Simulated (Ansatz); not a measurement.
# Ga4SbAs3: the band gap up the ladder of functionals

One table from this session's results is given with a row withheld; the runs are named, their logs left out.

Code: Ansatz 0.2.0. PAW datasets, plane waves. Simulation only: spin-unpolarised, and no claim that this is the phase found in nature.

### Starting point

The cell was relaxed beforehand with r2SCAN.

Space group I-42m (No. 121), tetragonal; conventional cell a = 5.787 Å, c = 11.557 Å, 24.19 Å³ an atom. Near As stand 4 Ga at 2.48 Å; near Ga stand 3 As at 2.45–2.48 Å and 1 Sb at 2.61 Å; near As stand 4 Ga at 2.45 Å; near Sb stand 4 Ga at 2.61 Å.

Coordinates:

```cif
data_structure
_symmetry_space_group_name_H-M 'I-42m'
_symmetry_Int_Tables_number 121
_cell_length_a 5.7873
_cell_length_b 5.7873
_cell_length_c 11.5565
_cell_angle_alpha 90.000
_cell_angle_beta 90.000
_cell_angle_gamma 90.000
_cell_volume 387.06
loop_
_atom_site_label
_atom_site_type_symbol
_atom_site_symmetry_multiplicity
_atom_site_Wyckoff_symbol
_atom_site_fract_x
_atom_site_fract_y
_atom_site_fract_z
_atom_site_occupancy
As1 As 4 d 0.50000 0.00000 0.25000 1
Ga1 Ga 8 i 0.26192 0.73808 0.12915 1
As2 As 2 b 0.50000 0.50000 0.00000 1
Sb1 Sb 2 a 0.00000 0.00000 0.00000 1
```

Set-up of the first run:

input.yaml reads:

```yaml
crystal:
  lattice:
    - [-2.8936630749, 2.8936630749, 5.7782565068]
    - [2.8936630749, -2.8936630749, 5.7782565068]
    - [2.8936630749, 2.8936630749, -5.7782565068]
  atoms:
    - { symbol: As, position: [0.25, 0.75, 0.5] }
    - { symbol: Ga, position: [0.8672292215, 0.3910728006, 0.0] }
    - { symbol: As, position: [0.5, 0.5, 0.0] }
    - { symbol: Ga, position: [0.1327707785, 0.1327707785, 0.523843579] }
    - { symbol: As, position: [0.75, 0.25, 0.5] }
    - { symbol: Ga, position: [0.3910728006, 0.8672292215, 0.0] }
    - { symbol: Sb, position: [0.0, 0.0, 0.0] }
    - { symbol: Ga, position: [0.6089271994, 0.6089271994, 0.476156421] }
kpoints:
  mp_grid: { grid: [6, 6, 6] }
  band_path:
    path:
      - [[0.0, 0.0, 0.0], [4.312112055706e-18, -4.312112055706e-18, 0.5], [0.25, 0.25, 0.25], [1.468238895619e-17, 0.5, -1.468238895619e-17], [0.0, 0.0, 0.0], [0.5, 0.5, -0.5], [0.312696355964, 0.687303644036, -0.312696355964]]
      - [[-0.312696355964, 0.312696355964, 0.312696355964], [0.0, 0.0, 0.0]]
      - [[4.312112055706e-18, -4.312112055706e-18, 0.5], [-0.1253927119279, 0.1253927119279, 0.5]]
      - [[0.5, 0.5, -0.1253927119279], [0.5, 0.5, -0.5]]
    npoints: 10
hamiltonian:
  xc: pbe
scf:
  occupations: { method: fermi_dirac, width: 0.02 }
  n_extra_bands: 6
output:
  forces: true
  stress: true
  eigenvalues: true
```

Started as:

```
> ansatz run input.yaml --threads 4 --pin off --max-ram 6451MiB --backend cpu --events-out ev --progress --plain --runs-dir out
```

Among the steps run: PBE band path; r2SCAN; HSE06; PBE+SOC at the same geometry; Single point with PBE0.

One of the session's tables, all rows but one given; the rest of the session is left out.

```
  level  gap (eV)
    PBE      0.20
 r2SCAN      0.64
  HSE06      1.01
PBE+SOC         ?
   PBE0      1.57
```

Q: Estimate the row for PBE+SOC from the others.

**Answer.** gap (eV): 0.06. In the column «gap (eV)» it is the lowest.

Meshes: PBE 6×6×6, r2SCAN 6×6×6, HSE06 4×4×4, PBE+SOC 6×6×6, PBE0 4×4×4

What this shows: The gap runs from 0.06 eV (PBE+SOC) to 1.57 eV (PBE0). Against HSE06, PBE is short by 0.81 eV, at 20 % of it, and r2SCAN 64 %. PBE0 lies 0.56 eV above HSE06, which differs from it by screening the long-range exchange.

Caveats from the session: Warnings in the runs' records: stress scf threshold loose, stress exchange threshold loose.
